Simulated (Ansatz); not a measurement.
Write the native input for Ansatz 0.2.0 that does the following.

* Task: relaxation of cell and atoms
* Functional: PBEsol
* Dispersion: D4
* Potentials or basis: Ansatz PAW
* Cutoff: 420 eV (not typed: the program's choice for these potentials)
* k mesh: 6 × 7 × 4
* Occupations: fermi-dirac, width 0.05 eV
* Spin: collinear spin, ferromagnetic start
* Starting moments: [1.0, 1.0, 1.0, 1.0, 1.0, 1.0, 1.0, 1.0, 0.0, 0.0, 0.0, 0.0] μB

Crystal: SiNi2.

```
Ni Si
1.0
     4.99000    0.00000    0.00000
     0.00000    3.72000    0.00000
     0.00000    0.00000    7.03000
Ni Si
8 4
Cartesian
  1.6218 2.7900 6.5871
  3.3683 0.9300 0.4429
  0.8732 0.9300 3.0721
  4.1167 2.7900 3.9579
  2.2854 2.7900 2.0879
  2.7046 0.9300 4.9421
  0.2096 0.9300 5.6029
  4.7804 2.7900 1.4271
  3.9221 2.7900 6.2286
  1.0679 0.9300 0.8014
  3.5629 0.9300 2.7136
  1.4271 2.7900 4.3164
```

The input as run:

input.yaml

```yaml
crystal:
  lattice:
    - [4.99, 0.0, 0.0]
    - [0.0, 3.72, 0.0]
    - [0.0, 0.0, 7.03]
  atoms:
    - { symbol: Ni, position: [0.325, 0.75, 0.937], spin: 1.0 }
    - { symbol: Ni, position: [0.675, 0.25, 0.063], spin: 1.0 }
    - { symbol: Ni, position: [0.175, 0.25, 0.437], spin: 1.0 }
    - { symbol: Ni, position: [0.825, 0.75, 0.563], spin: 1.0 }
    - { symbol: Ni, position: [0.458, 0.75, 0.297], spin: 1.0 }
    - { symbol: Ni, position: [0.542, 0.25, 0.703], spin: 1.0 }
    - { symbol: Ni, position: [0.042, 0.25, 0.797], spin: 1.0 }
    - { symbol: Ni, position: [0.958, 0.75, 0.203], spin: 1.0 }
    - { symbol: Si, position: [0.786, 0.75, 0.886] }
    - { symbol: Si, position: [0.214, 0.25, 0.114] }
    - { symbol: Si, position: [0.714, 0.25, 0.386] }
    - { symbol: Si, position: [0.286, 0.75, 0.614] }
hamiltonian:
  xc: pbesol
  pseudopotentials: { kind: paw }
  dispersion: d4
magnetization:
  spin_polarized: true
kpoints:
  mp_grid: { grid: [6, 7, 4] }
scf:
  occupations: { method: fermi_dirac, width: 0.05 }
output:
  forces: true
  stress: true
  eigenvalues: true
relax:
  f_tol: 0.01
  max_steps: 40
  cell: { stress_tol: 0.05 }
```

Potentials or basis: Ansatz PAW.

Command:

```sh
$ ansatz run input.yaml --threads 4 --pin off --max-ram 11264MiB --backend cpu --events-out ev --progress --plain --runs-dir out
```

Results of the run:

* Relaxed volume: 10.42 Å³/atom
* Relaxed cell: a = 4.867 Å, b = 3.686 Å, c = 6.970 Å, α = 90.00°, β = 90.00°, γ = 90.00°
* Space group after relaxing (to 0.05 Å): Pnma (No. 62)
* Energy gained by relaxing: 15.4 meV/atom
* Ionic steps: 7
* Pressure after relaxing: 0.0 GPa
* Band gap on the k mesh: none (metal or under the smearing width)
* Net moment: 0.00 μB per cell
* Absolute moment: 0.00 μB per cell

Caveat: the plane-wave basis is chosen anew once the cell has moved, so the energies of steps on either side of that aren't comparable; pairwise dispersion overbinds metals, which lowers pressure and volume; the PAW data sets come from PBE, with cores solved anew for the run's functional, which leaves a small shift of forces and pressure; the starting moments weren't kept.

Run time: 4.2 min on 4 threads of Arm Neoverse V1, with other jobs on the host, peak memory 1.2 GiB.
